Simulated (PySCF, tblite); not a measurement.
# C2H11NO3Si3: geometry, infrared bands and NMR shifts

Aim: predict the infrared bands and NMR shifts of C2H11NO3Si3 (`CC[Si@@H]1O[SiH2]O[Si@@H](N)O1`).

The runs use tblite 0.8.0 and PySCF 2.14.0, with density-fitted response routines of our own; the level of theory stands in each step. All values are computed, except where a source is named. Atoms are numbered from 0 throughout.

### Step 1. The starting structure

20 atoms, charge 0, multiplicity 1; geometry from: force field or distance geometry start.

Bonds of the start (Å): C0–C1 1.52, C1–Si2 1.87, Si2–O3 1.72, O3–Si4 1.73, Si4–O5 1.73, O5–Si6 1.73, Si6–N7 1.78, Si6–O8 1.70, O8–Si2 1.72, C0–H9 1.11, C0–H10 1.10, C0–H11 1.12, C1–H12 1.10, C1–H13 1.11, Si2–H14 1.45, Si4–H15 1.46, Si4–H16 1.45, Si6–H17 1.46, N7–H18 1.03, N7–H19 1.03.

### Step 2. Geometry optimisation with GFN2-xTB

Job settings and geometry (Å):

```
{"job": {"kind": "relax", "xc": "GFN2-xTB", "basis": "xTB"}, "charge": 0, "multiplicity": 1}
C     -2.727900     0.403800    -0.033100
C     -1.857700     0.003000    -1.214100
Si    -0.440900    -1.047500    -0.586700
O     -0.568800    -1.078400     1.125500
Si     1.058700    -1.280200     1.680100
O      1.707500     0.319300     1.683600
Si     1.547900     0.889900     0.058400
N      3.095300     1.656200    -0.357100
O      1.099600    -0.388500    -0.975200
H     -2.413600     1.371200     0.421000
H     -2.730300    -0.372100     0.752700
H     -3.776500     0.501500    -0.421800
H     -2.503800    -0.513400    -1.932800
H     -1.498000     0.941600    -1.680700
H     -0.577800    -2.425700    -1.031300
H      1.755700    -1.996700     0.615300
H      1.151300    -1.930200     2.975300
H      0.482500     1.883800     0.014400
H      3.877800     1.413100     0.266200
H      3.313900     1.660000    -1.362900
```

Command:

```console
> OMP_NUM_THREADS=1 python probes_run.py task.json out
```

One launch serves the whole session: the jobs run in the order shown.

**Question.** This job is followed by: GFN2-xTB harmonic vibrations, gas phase; GIAO PBE0/pcSseg-1 NMR shielding, non-relativistic, gas phase. What will the session give for the following? strongest single infrared mode (GFN2-xTB); zero-point energy (GFN2-xTB); ¹³C shifts against TMS (PBE0/pcSseg-1); ¹H shifts against TMS (PBE0/pcSseg-1, means over atoms taken as alike); ²⁹Si shifts against TMS (PBE0/pcSseg-1); ¹⁷O shifts against H2O (PBE0/pcSseg-1); ¹⁵N shifts against NH3 (PBE0/pcSseg-1).

**Answer**, as computed:

```
                                                              quantity                                               value
                             strongest single infrared mode (GFN2-xTB)                               1045 cm⁻¹, 851 km/mol
                                          zero-point energy (GFN2-xTB)                                       87.7 kcal/mol
                                ¹³C shifts against TMS (PBE0/pcSseg-1)                                       13.0, 6.7 ppm
¹H shifts against TMS (PBE0/pcSseg-1, means over atoms taken as alike)  5.26, 5.25, 5.18, 5.10, 1.18, 1.01, 0.61, 0.58 ppm
                               ²⁹Si shifts against TMS (PBE0/pcSseg-1)                             -25.4, -38.9, -52.5 ppm
                                ¹⁷O shifts against H2O (PBE0/pcSseg-1)                               100.9, 97.8, 89.9 ppm
                                ¹⁵N shifts against NH3 (PBE0/pcSseg-1)                                            35.4 ppm
```

**Reading.** The optimisation took 170 steps and gained 2.112 eV; among the close pairs (by a distance rule), O3–Si4 changed most, from 1.731 to 1.623 Å. All 54 modes are real, so the xTB geometry is a minimum. The strongest single mode, at 1045 cm⁻¹, is spread over many atoms; the largest shares are those of O8, O3. GFN2-xTB is a fitted tight-binding method: band positions and strengths are rough. Its intensities can rank the bands wrongly. At PBE0/pcSseg-1: The widest tensor belongs to O3: span 128 ppm, with a paramagnetic part of -159 ppm.
